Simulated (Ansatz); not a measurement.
What does this script print? It uses the Python package of Ansatz (0.2.0).

The script, `random_alloy.py`:
```python
"""Random Pd-Re cells of 8 mixed sites, after relaxing cells and atoms."""

from collections import Counter
import logging
import sys
import warnings

import ansatz
import numpy as np

logging.basicConfig(stream=sys.stdout, format="%(levelname)s %(message)s")
log = logging.getLogger("calc")
log.setLevel(logging.INFO)


def fcc(a_site, a):
    return (
        ansatz.Lattice.fcc(a)
        .space_group(225)
        .atom(a_site, (0, 0, 0))
        .primitive()
    )

A_FIRST, A_LAST = 3.89, 3.89


def run_phase(name, crystal):
    calc = (
        crystal.calculation()
        .functional("r2scan")
        .mixing("msr1", beta=0.7)
        .scf(max_iterations=80, self_checks="high")
        .basis(550)
        .kpoints(spacing=0.26)
        .occupations("gaussian", width=0.1)
        .band_table()
    )
    calc = calc.relax(force_tolerance=0.01, cell=True)
    return calc.run(threads=1)


def volume_per_atom(outcome):
    return abs(np.linalg.det(outcome.lattice.cell_ang)) / len(outcome.lattice.sites)


def counts(outcome):
    return Counter(site.symbol for site in outcome.lattice.sites)

warnings.simplefilter("ignore", ansatz.DeckWarning)

phases = {"Pd": fcc("Pd", A_FIRST), "Re": fcc("Re", A_LAST)}
for k in [5]:
    a = A_FIRST + (A_LAST - A_FIRST) * k / 8
    supercell = fcc("Pd", a).supercell(2).resolved()
    for seed in [58, 10]:
        drawn = supercell.site_disorder().occupy("Pd", Pd=8 - k, Re=k).random(seed=seed)
        phases[f"Pd{8 - k}Re{k} seed {seed}"] = drawn.crystal

done = {name: run_phase(name, crystal) for name, crystal in phases.items()}

# x is the share of the second element on the mixed sites; both end members stand on this same lattice
x = {name: counts(o)["Re"] / (counts(o)["Pd"] + counts(o)["Re"]) for name, o in done.items()}
first, last = min(x, key=x.get), max(x, key=x.get)
energy = {name: o.report["energy_sigma0_ev"] / len(o.lattice.sites) for name, o in done.items()}
volume = {name: volume_per_atom(o) for name, o in done.items()}
rows = []
for name in sorted(done, key=x.get):
    line = lambda table: (1 - x[name]) * table[first] + x[name] * table[last]
    rows.append((name, x[name], 1000 * (energy[name] - line(energy)), volume[name], 100 * (volume[name] / line(volume) - 1)))
log.info("      cell       x(Re)  E_mix (meV/atom)  V (A^3/atom)  excess V (%)")
for row in rows:
    log.info(f"{str(row[0]):>10}  {row[1]:10.3f}  {row[2]:+16.1f}  {row[3]:12.3f}  {row[4]:+12.2f}")
```

Output of `python random_alloy.py`:
```text
INFO       cell       x(Re)  E_mix (meV/atom)  V (A^3/atom)  excess V (%)
INFO         Pd       0.000              +0.0        14.949         +0.00
INFO Pd3Re5 seed 58       0.625            +129.8        14.594         -1.48
INFO Pd3Re5 seed 10       0.625            +138.0        14.556         -1.73
INFO         Re       1.000              +0.0        14.731         +0.00
```

What to keep in mind:
- These settings explore the input space; cutoff and mesh may be short of convergence.
- The run is spin-unpolarised.
- Spin-orbit coupling, which matters for elements this heavy, is left out.
- Cells of eight mixed sites are far from the random limit, and both end members stand on the same lattice, which need not be their own. Differences under about 40 meV an atom lie within the error of mesh and functional.
- The cells are prototypes set up for this calculation and needn't exist.
- It ran for 8.2 min on 1 thread of Arm Neoverse V1, on a shared host, peak memory 1.1 GiB.
